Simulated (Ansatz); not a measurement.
# GaSbTeSe2: the cost of one run

Computed with Ansatz 0.2.0 (DFT PBE, scalar-relativistic, plane waves, PAW, unless a step's input says otherwise).

1 further run of the same task is left out (it didn't finish).

**1. Starting point**

It takes space group P4/mmm (No. 123, tetragonal). Conventional cell: a = 5.299 Å, b = 5.299 Å, c = 5.115 Å, α = 90.00°, β = 90.00°, γ = 90.00°. Around Ga (site symmetry 4/mmm) lie 2 Sb at 2.56 Å and 4 Se at 2.65 Å. Around Sb (site symmetry 4/mmm) lie 2 Ga at 2.56 Å. Around Te (site symmetry 4/mmm) lie 8 Se at 3.68 Å and 4 Sb at 3.75 Å. Around Se (site symmetry mmm) lie 2 Ga at 2.65 Å.

Coordinates:

```
CELL_PARAMETERS angstrom
5.29886 0.00000 0.00000
0.00000 5.29886 0.00000
0.00000 0.00000 5.11531
ATOMIC_POSITIONS crystal
Ga 0.50000 0.50000 0.50000
Sb 0.50000 0.50000 0.00000
Te 0.00000 0.00000 0.00000
Se 0.50000 0.00000 0.50000
Se 0.00000 0.50000 0.50000
```

The cell is invented: species swapped into a database cell of ErBPd2Rh (P4/mmm, No. 123), with Te on the Er sites, Ga on the B sites, Se on the Pd sites and Sb on the Rh sites. The dimensions are guesses.

**2. The guess as it stands, on a coarse mesh**

Input file input.yaml:

```yaml
crystal:
  lattice:
    - [5.2988582, 0.0, 0.0]
    - [0.0, 5.2988582, 0.0]
    - [0.0, 0.0, 5.11530726]
  atoms:
    - { symbol: Ga, position: [0.5, 0.5, 0.5] }
    - { symbol: Sb, position: [0.5, 0.5, 0.0] }
    - { symbol: Te, position: [0.0, 0.0, 0.0] }
    - { symbol: Se, position: [0.5, 0.0, 0.5] }
    - { symbol: Se, position: [0.0, 0.5, 0.5] }
basis:
  ecutwfc: 420
kpoints:
  mp_grid: { grid: [4, 4, 4] }
hamiltonian:
  xc: pbe
scf:
  occupations: { method: gaussian, width: 0.1 }
  lower_state_search: "off"
output:
  forces: true
  stress: true
  eigenvalues: true
```

Started as:

```
$ ansatz run input.yaml --threads 1 --pin off --max-ram 2560MiB --backend cpu --events-out ev --progress --plain --runs-dir out
```

**Question.** How long does this run take on 1 thread of Intel Xeon 6975P-C (Granite Rapids), shared host, and how much memory does it need?

About 4.4 s, with a peak of 0.49 GiB.
